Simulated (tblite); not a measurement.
# C7H11ClOSi: the cost of one run

The runs use tblite 0.8.0 and PySCF 2.14.0, with density-fitted response routines of our own; the level of theory stands in each step. All values are computed, except where a source is named. Atoms are numbered from 0 throughout.

## Step 1: The molecule as given

21 atoms, charge 0, multiplicity 1; geometry from: force field or distance geometry start.

Bonds of the start (Å): C0–C1 1.35, C1–O2 1.36, O2–C3 1.39, C3–C4 1.35, C4–Cl5 1.73, C4–C6 1.46, C6–C7 1.34, C6–Si8 1.87, Si8–C9 1.86, C0–H10 1.08, C0–H11 1.07, C1–H12 1.06, C3–H13 1.08, C7–H14 1.10, C7–H15 1.08, Si8–H16 1.48, Si8–H17 1.49, C9–H18 1.10, C9–H19 1.09, C9–H20 1.10.

## Step 2: Optimising the geometry with GFN2-xTB

Job settings and geometry (Å):

```
{"job": {"kind": "relax", "xc": "GFN2-xTB", "basis": "xTB"}, "charge": 0, "multiplicity": 1}
C      4.622800    -1.173500     0.444800
C      3.458700    -0.906100    -0.187700
O      2.417500    -0.330300     0.476600
C      1.244400    -0.070400    -0.221600
C      0.159700     0.483800     0.349500
Cl     0.172800     0.994600     1.999400
C     -1.044300     0.768900    -0.423200
C     -1.097800     1.796300    -1.284000
Si    -2.463400    -0.412400    -0.137800
C     -3.513200     0.089600     1.310200
H      4.743000    -0.926000     1.492600
H      5.438600    -1.636200    -0.077500
H      3.299900    -1.144000    -1.210900
H      1.267800    -0.376200    -1.255200
H     -1.997300     2.015700    -1.871900
H     -0.261000     2.460700    -1.422300
H     -1.947000    -1.784100     0.054000
H     -3.310200    -0.432400    -1.364800
H     -2.939600     0.063500     2.245200
H     -4.361300    -0.577900     1.426200
H     -3.899100     1.113500     1.186900
```

The run is started by

```bash
OMP_NUM_THREADS=1 python probes_run.py task.json out
```

This one command runs all jobs of the session in turn.

**Question.** How long does this first job take on 1 thread of Arm Neoverse N1, shared host, and how much memory does it need?

About 2.4 s, with a peak of 0.18 GiB.
